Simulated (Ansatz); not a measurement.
# C3H6SSi: the cost of one run

The runs use Ansatz 0.2.0, Gaussian basis; functionals in def2-TZVPP, the program's frozen cores in correlated methods.

Plan: PBE-D4, r2SCAN-D4, PBE0-D4, B3LYP-D4, ωB97X-V, ωB97M-V, B2PLYP; CCSD(T)/def2-TZVPP; MP2/def2-QZVPP; extrapolation to the limit.

## (1) The geometry

An earlier PBE0-D4 in a triple-zeta def2 set relaxation fixed the geometry.

SMILES `C=CC([SiH3])=S`, 11 atoms, charge 0, spin multiplicity 1.

Atoms are counted from 1 here; the program's logs count them from 0.

Bond lengths: C1–C2 1.334 Å, C1–H6 1.085 Å, C1–H7 1.083 Å, C2–C3 1.461 Å, C2–H8 1.087 Å, C3–Si4 1.893 Å, C3–S5 1.630 Å, Si4–H9 1.491 Å, Si4–H10 1.482 Å, Si4–H11 1.483 Å. Angles: C2–C1–H6 120.5°, C2–C1–H7 121.2°, H6–C1–H7 118.3°, C1–C2–C3 124.5°, C1–C2–H8 119.3°, C3–C2–H8 116.2°, C2–C3–Si4 120.0°, C2–C3–S5 125.1°, Si4–C3–S5 114.9°, C3–Si4–H9 110.6°, C3–Si4–H10 108.8°, C3–Si4–H11 108.7°, H9–Si4–H10 109.2°, H9–Si4–H11 109.2°, H10–Si4–H11 110.2°.

As a file:

```mol
C3H6SSi
  3D, bonds by distance, orders not assigned

 11 10  0  0  0  0  0  0  0  0999 V2000
   -1.6322    1.4088    0.5529 C   0  0
   -0.7808    0.3817    0.5439 C   0  0
    0.2635    0.1807   -0.4576 C   0  0
    1.3962   -1.3318   -0.3524 Si  0  0
    0.5615    1.1751   -1.7148 S   0  0
   -1.5829    2.1722   -0.2169 H   0  0
   -2.3879    1.5051    1.3230 H   0  0
   -0.8482   -0.3720    1.3243 H   0  0
    1.0512   -2.1655    0.8350 H   0  0
    2.8000   -0.8700   -0.2341 H   0  0
    1.2252   -2.1414   -1.5827 H   0  0
  1  2  8  0
  2  3  8  0
  3  4  8  0
  3  5  8  0
  1  6  8  0
  1  7  8  0
  2  8  8  0
  4  9  8  0
  4 10  8  0
  4 11  8  0
M  END
```

## (2) PBE-D4 (GGA)

File in.yaml:

```yaml
crystal:
  periodic: [false, false, false]
  atoms:
    - {symbol: C, position_ang: [-1.632216, 1.408840, 0.552935]}
    - {symbol: C, position_ang: [-0.780793, 0.381710, 0.543920]}
    - {symbol: C, position_ang: [0.263460, 0.180740, -0.457599]}
    - {symbol: Si, position_ang: [1.396201, -1.331842, -0.352360]}
    - {symbol: S, position_ang: [0.561475, 1.175137, -1.714754]}
    - {symbol: H, position_ang: [-1.582862, 2.172214, -0.216941]}
    - {symbol: H, position_ang: [-2.387859, 1.505083, 1.323008]}
    - {symbol: H, position_ang: [-0.848226, -0.372000, 1.324288]}
    - {symbol: H, position_ang: [1.051204, -2.165516, 0.835034]}
    - {symbol: H, position_ang: [2.799954, -0.870004, -0.234099]}
    - {symbol: H, position_ang: [1.225160, -2.141362, -1.582732]}
basis:
  gaussian: {orbitals: def2-TZVPP}
hamiltonian: {xc: pbe, dispersion: d4}
output: {forces: true, orbitals: {seedname: orbitals}}
```

Command:

```bash
ansatz run in.yaml --threads 4 --pin off --events-out ev --progress --plain --max-ram 10444MiB
```

Q: Estimate wall time and peak memory on 4 threads of Arm Neoverse V1, shared host.

About 3.1 s, with a peak of 0.36 GiB.
